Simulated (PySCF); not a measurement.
# C2H9BrOSi2: the cost of one run

Computed with PySCF 2.14.0 and routines of our own; the level stands in each step. Atoms count from 0.

## (1) The starting structure

15 atoms, charge 0, multiplicity 1; geometry from: GFN2-xTB.

## (2) Magnetic properties: GIAO B3LYP/pcSseg-1

The job: settings as JSON, then the geometry in Å.

```
{"job": {"kind": "mag", "xc": "B3LYP", "basis": "pcSseg-1", "isotopologues": 2}, "charge": 0, "multiplicity": 1}
C     -2.594853    -0.152063     0.109759
C     -1.434792     0.798644    -0.131568
O     -0.224349     0.105690    -0.036177
Si     1.269594     0.699607    -0.214432
Si     2.399381    -1.253842     0.142972
Br     4.568070    -0.763162    -0.042830
H     -2.581792    -0.950345    -0.628050
H     -2.514989    -0.592924     1.100245
H     -3.535075     0.386353     0.034631
H     -1.443564     1.608623     0.606965
H     -1.511365     1.251343    -1.126914
H      1.545014     1.775399     0.750028
H      1.458468     1.306656    -1.540354
H      2.342455    -1.869822     1.469908
H      2.253383    -2.342167    -0.825475
```

Level: GIAO B3LYP/pcSseg-1 magnetisability, rotational g tensor and spin-rotation constants, non-relativistic, gas phase.

Command:

```bash
$ OMP_NUM_THREADS=1 python excited_run.py task.json out
```

One launch serves the whole session: the jobs run in the order shown.

Q: Estimate the wall time and peak memory of this first job on 1 thread of Arm Neoverse V1, shared host.

About 42 s, with a peak of 0.99 GiB.
